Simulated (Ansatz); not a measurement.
What does this script print? It uses Ansatz 0.2.0 through its Python package.

Script `dfpt.py`:
```python
from pathlib import Path
import warnings

import ansatz as az
from ase import Atoms
import numpy as np

FUNCTIONAL = 'pbe'
SIGMA = 0.02
MESH = (6, 6, 6)


def main() -> None:
    warnings.simplefilter('ignore', az.DeckWarning)

    atoms = Atoms(
        ['Hg', 'Te'],
        scaled_positions=[
            (0.0, 0.0, 0.0),
            (0.25, 0.25, 0.25),
        ],
        cell=[
            (0.0, 3.2145, 3.2145),
            (3.2145, 0.0, 3.2145),
            (3.2145, 3.2145, 0.0),
        ],
        pbc=True,
    )
    xtal = az.Crystal.from_ase(atoms)

    setup = xtal.calculation()
    setup = setup.functional(FUNCTIONAL).pseudopotentials('paw')
    setup = setup.occupations(az.OccupationsMethod.METHFESSEL_PAXTON, width=SIGMA).kpoints(*MESH)
    setup = setup.phonons('dfpt')
    res = setup.run(threads=1, backend='cpu', runs_dir='runs')
    ph = res.phonons

    print('Gamma modes (1/cm):', ' '.join(f'{w:.1f}' for w in ph.gamma_omega_inv_cm))
    print('in meV:', ' '.join(f'{w * 0.1239842:.2f}' for w in ph.gamma_omega_inv_cm))


if __name__ == '__main__':
    main()
```

```console
$ python dfpt.py
Gamma modes (1/cm): 0.0 0.0 0.0 120.3 120.3 120.3
in meV: 0.00 0.00 0.00 14.92 14.92 14.92
```

Notes:
- The cell isn't relaxed first, so the values belong to this volume.
- Cold and Methfessel-Paxton smearing aren't meant for a gap as narrow as their width.
- The gap on the mesh is very small: a semilocal functional closes or nearly closes the gap of many narrow semiconductors.
- Spin-orbit coupling, which matters for elements this heavy, is left out.
- No non-analytic term is added, so at the zone centre the longitudinal optical modes of a polar crystal aren't split off.
- The structure is a deposited one; some such entries were measured under pressure or heat, so a shift against it needn't be the functional's error alone.
- The structure is taken as given; imaginary modes can come from an unrelaxed or unstable start.
- The whole script took 15 s on 1 thread of Intel(R) Xeon(R) Processor @ 2.30GHz, on a shared host, peak memory 0.67 GiB.
